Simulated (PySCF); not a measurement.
# W₃: structure of the singlet

The task is one start of a wider search on W₃: the singlet, from a linear chain start. It is relaxed, tested by its Hessian and followed downhill if it is a saddle.

Computed with PySCF 2.14.0. Level: PBE0, basis W def2-TZVP with ECP60, scalar-relativistic core potentials, no spin–orbit coupling, density fitting.

## Step 1: Where the work starts

3 atoms, charge 0, spin multiplicity 1.

Bond lengths: W1–W2 2.603 Å, W1–W3 2.603 Å. Angles: W2–W1–W3 180.0°.

```xyz
3
charge 0 multiplicity 1
W     0.0000    0.0000    0.0000
W     0.0000    0.0000    2.6030
W     0.0000    0.0000   -2.6030
```

## Step 2: First SCF at the start

One driver script runs all steps and calls PySCF; scf.py shows how it sets up the SCF of each step. The optimiser is the driver's own. After this first run the driver tries any further starts and a stability analysis.

Contents of scf.py:

```python
from pyscf import gto, scf, dft
mol = gto.M(atom='''
W      0.000000     0.000000     0.000000
W      0.000000     0.000000     2.603000
W      0.000000     0.000000    -2.603000''',
    basis={'W': 'def2-TZVP'},
    ecp={'W': 'def2-TZVP'},
    charge=0, spin=0)
mf = dft.RKS(mol, xc='PBE0')
mf.grids.atom_grid = (50, 194)
aux = {'W': 'def2-universal-JKFIT'}
mf = mf.density_fit(auxbasis=aux)
mf.conv_tol = 1e-08
mf.diis_space = 10
mf.max_cycle = 60
mf.init_guess = 'minao'
mf.verbose = 4
mf.kernel()
```

Run with:

```console
> OMP_NUM_THREADS=2 python axn.py task.json out
```

Output, cut to the lines that bear on the results:

```text
[... the frontier levels of the middle cycles are left out ...]
init E= -145.422651660283
  HOMO = -0.514400135291792  LUMO = -0.48515680843033  gap/eV = 0.79575
cycle= 1 E= -197.820688626946  delta_E= -52.4  |g|= 3.23  |ddm|= 11.9
  HOMO = -0.287436042113298  LUMO = -0.245510736099188  gap/eV = 1.14085
cycle= 2 E= -160.907222572477  delta_E= 36.9  |g|= 9.42  |ddm|=  7.6
cycle= 3 E= -194.888263462482  delta_E=  -34  |g|= 3.22  |ddm|= 4.43
cycle= 4 E= -195.929003832568  delta_E= -1.04  |g|= 4.01  |ddm|=  5.1
cycle= 5 E= -195.900389062382  delta_E= 0.0286  |g|= 4.02  |ddm|= 0.0177
cycle= 6 E= -193.707868686274  delta_E= 2.19  |g|= 4.63  |ddm|= 0.974
cycle= 7 E= -193.03152751394  delta_E= 0.676  |g|= 4.84  |ddm|= 0.369
cycle= 8 E= -195.778326208296  delta_E= -2.75  |g|= 4.13  |ddm|= 1.37
cycle= 9 E= -195.792435886111  delta_E= -0.0141  |g|= 4.12  |ddm|= 0.0314
cycle= 10 E= -195.255179336443  delta_E= 0.537  |g|= 4.29  |ddm|= 0.289
cycle= 11 E= -195.071800050326  delta_E= 0.183  |g|= 4.35  |ddm|= 0.0972
cycle= 12 E= -194.087760703233  delta_E= 0.984  |g|= 4.66  |ddm|= 0.492
cycle= 13 E= -193.141333330503  delta_E= 0.946  |g|= 4.94  |ddm|= 0.392
cycle= 14 E= -189.572101906786  delta_E= 3.57  |g|= 4.67  |ddm|= 6.77
[... 16 cycles left out ...]
cycle= 31 E= -200.726710915213  delta_E= -0.00429  |g|= 0.0337  |ddm|= 0.21
cycle= 32 E= -200.726383175749  delta_E= 0.000328  |g|= 0.0911  |ddm|= 0.432
cycle= 33 E= -200.726405958283  delta_E= -2.28e-05  |g|= 0.0906  |ddm|= 0.00079
cycle= 34 E= -200.727841171562  delta_E= -0.00144  |g|= 0.0607  |ddm|= 0.126
cycle= 35 E= -200.727190762501  delta_E= 0.00065  |g|= 0.0738  |ddm|= 0.158
cycle= 36 E= -200.728869024551  delta_E= -0.00168  |g|= 0.0203  |ddm|= 0.112
cycle= 37 E= -200.728978480724  delta_E= -0.000109  |g|= 0.0122  |ddm|= 0.0724
cycle= 38 E= -200.729033812422  delta_E= -5.53e-05  |g|= 0.00368  |ddm|= 0.0246
cycle= 39 E= -200.729042709638  delta_E= -8.9e-06  |g|= 0.00164  |ddm|= 0.0155
cycle= 40 E= -200.729045578274  delta_E= -2.87e-06  |g|= 0.000585  |ddm|= 0.00853
cycle= 41 E= -200.729047015078  delta_E= -1.44e-06  |g|= 0.000765  |ddm|= 0.00979
cycle= 42 E= -200.729047468953  delta_E= -4.54e-07  |g|= 0.000178  |ddm|= 0.00674
cycle= 43 E= -200.729047482034  delta_E= -1.31e-08  |g|= 6.02e-05  |ddm|= 0.000897
cycle= 44 E= -200.7290474845  delta_E= -2.47e-09  |g|= 4.55e-05  |ddm|= 0.000357
  HOMO = -0.18507888056626  LUMO = -0.117276503972575  gap/eV = 1.84500
Extra cycle  E= -200.729047411506  delta_E= 7.3e-08  |g|= 0.00056  |ddm|= 0.000328
converged SCF energy = -200.729047411506
```

This step, with its further starts and checks, took 27 s on 2 threads of Arm Neoverse V1, shared host.

Energies from each starting density:

| start | energy (Eh) |
| --- | --- |
| the minimal-basis guess | -200.729047 |
| a thermally smeared density | -200.715068 |
| a smeared PBE density | -200.715068 |

The test of internal stability and the other starts found no lower closed-shell solution.

## Step 3: Relaxation: linear chain start, singlet

The program finds D∞h symmetry in the start, which this walk keeps. Threshold on the gradient: 0.0003 Eh/bohr, with a further test on the energy change.

scf.py, as its differences from that of step 2:

```diff
@@ -16 +15,0 @@
-mf.init_guess = 'minao'
```

Energy and gradient, step by step:

| step | energy (Eh) | change (kJ/mol) | largest symmetric gradient (Eh/bohr) |
| --- | --- | --- | --- |
| 0 | -200.729047 | 0.00 | 0.11222 |
| 1 | -200.801577 | -190.43 | 0.09336 |
| 2 | -200.856440 | -334.47 | 0.00418 |
| 3 | -200.856462 | -334.53 | 0.00310 |
| 4 | -200.856491 | -334.60 | 0.00005 |

The walk took 24 s.

End point (D∞h, 4 steps, 334.6 kJ/mol gained): W–W 2.162 Å (×2); W–W–W 180.0°.

## Step 4: Frequencies

The point is checked on the finer grid, and tightened if its gradient asks for it. The Hessian and the dipole derivatives come from central differences of analytic gradients, with steps of 0.02 bohr.

scf.py, as its differences from that of step 3:

```diff
@@ -3,3 +3,3 @@
-W      0.000000     0.000000     0.000000
-W      0.000000     0.000000     2.603000
-W      0.000000     0.000000    -2.603000''',
+W     -0.000000     0.000000     0.000000
+W     -0.000000     0.000000     2.161913
+W      0.000000    -0.000000    -2.161913''',
@@ -10 +10 @@
-mf.grids.atom_grid = (50, 194)
+mf.grids.atom_grid = (75, 302)
@@ -13 +13 @@
-mf.conv_tol = 1e-08
+mf.conv_tol = 1e-10
```

The driver hands on the density of the step before, so the log starts near convergence.

SCF at the final geometry:

```text
init E= -200.856595761033
  HOMO = -0.196782039941405  LUMO = -0.116881235957524  gap/eV = 2.17421
cycle= 1 E= -200.85659572729  delta_E= 3.37e-08  |g|= 0.00038  |ddm|= 0.000244
  HOMO = -0.196764306400532  LUMO = -0.116888017089505  gap/eV = 2.17354
cycle= 2 E= -200.856592022974  delta_E= 3.7e-06  |g|= 0.00395  |ddm|= 0.00254
  HOMO = -0.19678841523567  LUMO = -0.116877572615385  gap/eV = 2.17448
cycle= 3 E= -200.856595723084  delta_E= -3.7e-06  |g|= 0.000416  |ddm|= 0.00237
  HOMO = -0.196784482068292  LUMO = -0.11687859811381  gap/eV = 2.17435
cycle= 4 E= -200.85659576155  delta_E= -3.85e-08  |g|= 6.93e-06  |ddm|= 0.000237
  HOMO = -0.196784416594704  LUMO = -0.116878841680626  gap/eV = 2.17434
cycle= 5 E= -200.856595761581  delta_E= -3.07e-11  |g|= 5.7e-06  |ddm|= 1.27e-05
  HOMO = -0.196783649516159  LUMO = -0.11687904059959  gap/eV = 2.17432
Extra cycle  E= -200.856595761337  delta_E= 2.44e-10  |g|= 3.52e-05  |ddm|= 2.74e-05
converged SCF energy = -200.856595761337
```

The whole step took 55 s.

Geometry: D∞h; W–W 2.162 Å (×2); W–W–W 180.0°.

Modes, for the most abundant isotopes:

```
ω (cm⁻¹)  IR (km/mol)   μ (u)     type
     58i          0.1  183.95     bend
     58i          0.1  183.95     bend
     221          0.0  183.95  stretch
     244          0.9  183.95  stretch
```

2 modes are imaginary, the largest at 58i cm⁻¹: a saddle point, not a minimum.

The SCF density has lower symmetry than the nuclear frame, so the modes carry no labels; pairs that should be degenerate can split.

Constants and moments:

```yaml
Dipole_moment: 0.00 D
Highest_occupied_level: -5.35 eV
Lowest_empty_level: -3.18 eV
Rotational_constants: 0.009804 cm⁻¹
Zero-point_energy_real_modes: 2.8 kJ/mol
Principal_polarisabilities: 130.6, 130.6, 287.7 bohr³
Atomisation_energy_without_zero-point_energy: 333 kJ/mol
Principal_traceless_quadrupole_moments_about_the_centre_of_mass: -8.73, -8.73, 17.47 D Å
```

Populations by atom (charges in e):

```
atom  Mulliken  Löwdin  polar tensor  Mayer order to W1
  W1      0.22   -0.24          0.05                  –
W2,3     -0.11    0.12         -0.02               3.43
```

Outer orbital energies (eV). occupied: -8.31, -8.31, -6.92, -5.69, -5.49, -5.49, -5.35, -5.35; empty: -3.18, -3.18, -2.69, -2.33.

Mulliken populations on W1 (outside its core potential): s 2.82, p 6.37, d 4.51, f 0.08.

## Step 5: Leaving the saddle point

The start is the last point, displaced along its most imaginary mode.

The program finds C2v symmetry in the start, which this walk keeps.

scf.py, as its differences from that of step 4:

```diff
@@ -3,3 +3,3 @@
-W     -0.000000     0.000000     0.000000
-W     -0.000000     0.000000     2.161913
-W      0.000000    -0.000000    -2.161913''',
+W      0.176754     0.176800     0.000000
+W     -0.088377    -0.088400     2.161913
+W     -0.088377    -0.088400    -2.161913''',
@@ -10 +10 @@
-mf.grids.atom_grid = (75, 302)
+mf.grids.atom_grid = (50, 194)
@@ -13 +13 @@
-mf.conv_tol = 1e-10
+mf.conv_tol = 1e-08
```

The optimiser's trace:

| step | energy (Eh) | change (kJ/mol) | largest symmetric gradient (Eh/bohr) |
| --- | --- | --- | --- |
| 0 | -200.860327 | 0.00 | 0.01429 |
| 1 | -200.863072 | -7.21 | 0.00874 |
| 2 | -200.877561 | -45.25 | 0.01431 |
| 3 | -200.890722 | -79.80 | 0.04981 |
| 4 | -200.897318 | -97.12 | 0.06693 |
| 5 | -200.926276 | -173.15 | 0.08180 |
| 6 | -200.969674 | -287.09 | 0.10127 |
| 7 | -201.008527 | -389.10 | 0.07355 |
| 8 | -201.029189 | -443.35 | 0.01437 |
| 9 | -201.029948 | -445.34 | 0.00300 |
| 10 | -201.029968 | -445.39 | 0.00078 |
| 11 | -201.029969 | -445.40 | 0.00002 |

The walk took 77 s.

End point (C2v, 11 steps, 445.4 kJ/mol gained): W–W 2.209 Å (×2), W–W 2.395 Å; W–W–W 57.2° (×2), W–W–W 65.7°.

## Step 6: Hessian and properties

As before: finer grid, then central differences.

scf.py, as its differences from that of step 5:

```diff
@@ -3,3 +3,3 @@
-W      0.176754     0.176800     0.000000
-W     -0.088377    -0.088400     2.161913
-W     -0.088377    -0.088400    -2.161913''',
+W      0.875349     0.875575    -0.000000
+W     -0.437674    -0.437787     1.197204
+W     -0.437674    -0.437787    -1.197204''',
@@ -10 +10 @@
-mf.grids.atom_grid = (50, 194)
+mf.grids.atom_grid = (75, 302)
@@ -13 +13 @@
-mf.conv_tol = 1e-08
+mf.conv_tol = 1e-10
```

SCF at the final geometry:

```text
init E= -201.029816341081
  HOMO = -0.157412986574539  LUMO = -0.103017892508523  gap/eV = 1.48017
cycle= 1 E= -201.029816337384  delta_E= 3.7e-09  |g|= 0.000133  |ddm|= 9.26e-05
  HOMO = -0.157408493079757  LUMO = -0.103020648736613  gap/eV = 1.47997
cycle= 2 E= -201.02981614626  delta_E= 1.91e-07  |g|= 0.000958  |ddm|= 0.000658
  HOMO = -0.157412991961593  LUMO = -0.103018571286447  gap/eV = 1.48015
cycle= 3 E= -201.029816341145  delta_E= -1.95e-07  |g|= 7.67e-06  |ddm|= 0.000579
  HOMO = -0.157412649241676  LUMO = -0.103018349652562  gap/eV = 1.48014
cycle= 4 E= -201.029816341158  delta_E= -1.32e-11  |g|= 8.61e-07  |ddm|= 1.17e-05
  HOMO = -0.157412657680318  LUMO = -0.103018383638254  gap/eV = 1.48014
Extra cycle  E= -201.029816341153  delta_E= 4.77e-12  |g|= 4.66e-06  |ddm|= 4.24e-06
converged SCF energy = -201.029816341153
```

The whole step took 63 s on 2 threads of Arm Neoverse V1, shared host.

Geometry: C2v; W–W 2.210 Å (×2), W–W 2.394 Å; W–W–W 57.2° (×2), W–W–W 65.6°.

Modes, for the most abundant isotopes:

| symmetry | ω (cm⁻¹) | IR (km/mol) |
| --- | --- | --- |
| b2 | 143 | 4.2 |
| a1 | 200 | 0.6 |
| a1 | 353 | 0.4 |

All wavenumbers are real: a minimum.

Properties at this point:

- Dipole moment: 0.04 D
- Highest occupied level: -4.28 eV
- Lowest empty level: -2.80 eV
- Rotational constants: 0.03986, 0.03197, 0.01774 cm⁻¹
- Zero-point energy: 4.2 kJ/mol
- Principal polarisabilities: 130.9, 161.0, 199.6 bohr³
- Atomisation energy without zero-point energy: 787 kJ/mol
- Principal traceless quadrupole moments about the centre of mass: -8.57, -4.34, 12.91 D Å
- Entropy at 298.15 K and 1 bar: 335.3 J/(mol K)
- Heat capacity Cp at 298.15 K: 55.5 J/(mol K)
- Enthalpy at 298.15 K above 0 K: 14.05 kJ/mol
- Rotational symmetry number: 2

Populations by atom (charges in e):

```csv
atom,Mulliken,Löwdin,polar tensor,Mayer order to W1
W1,0.16,-0.03,0.29,–
"W2,3",-0.08,0.01,-0.15,3.12
```

Mulliken populations on W1 (outside its core potential): s 2.91, p 6.26, d 4.62, f 0.05.

## Step 7: All stationary points

| spin | group | bonds | imaginary modes (cm⁻¹) | ΔE (kJ/mol) | with zero-point energy |
| --- | --- | --- | --- | --- | --- |
| singlet | C2v | W–W 2.210 Å (×2), W–W 2.394 Å | none | 0.0 | 0.0 |
| singlet | D∞h (density of lower symmetry) | W–W 2.162 Å (×2) | 58i, 58i | 454.8 | – |

## Step 8: Summary of results

```
                                 quantity                                                         value
                                  minimum                                                  singlet, C2v
                                 geometry  W–W 2.210 Å (×2), W–W 2.394 Å; W–W–W 57.2° (×2), W–W–W 65.6°
                       wavenumbers (cm⁻¹)                                  143 (b2), 200 (a1), 353 (a1)
                            dipole moment                                                        0.04 D
     highest occupied, lowest empty level                                               -4.28, -2.80 eV
                polar-tensor charge of W1                                                       +0.29 e
                        zero-point energy                                                    4.2 kJ/mol
                      entropy at 298.15 K                                               335.3 J/(mol K)
atomisation energy (no zero-point energy)                                                    787 kJ/mol
```

What this shows: The linear chain start (D∞h) ends in a minimum of C2v symmetry, after a stop at a second-order saddle point 454.8 kJ/mol higher, from which it was pushed off along an imaginary mode. The strongest infrared band lies at 143 cm⁻¹ (b2). Other starts or spin states, not run here, may lie lower. Whether spin polarisation would lower the closed shell was not checked. The small gap makes a closed-shell description doubtful. With an element this heavy the missing spin–orbit coupling can shift these numbers.

The search up to here took 4.1 min.
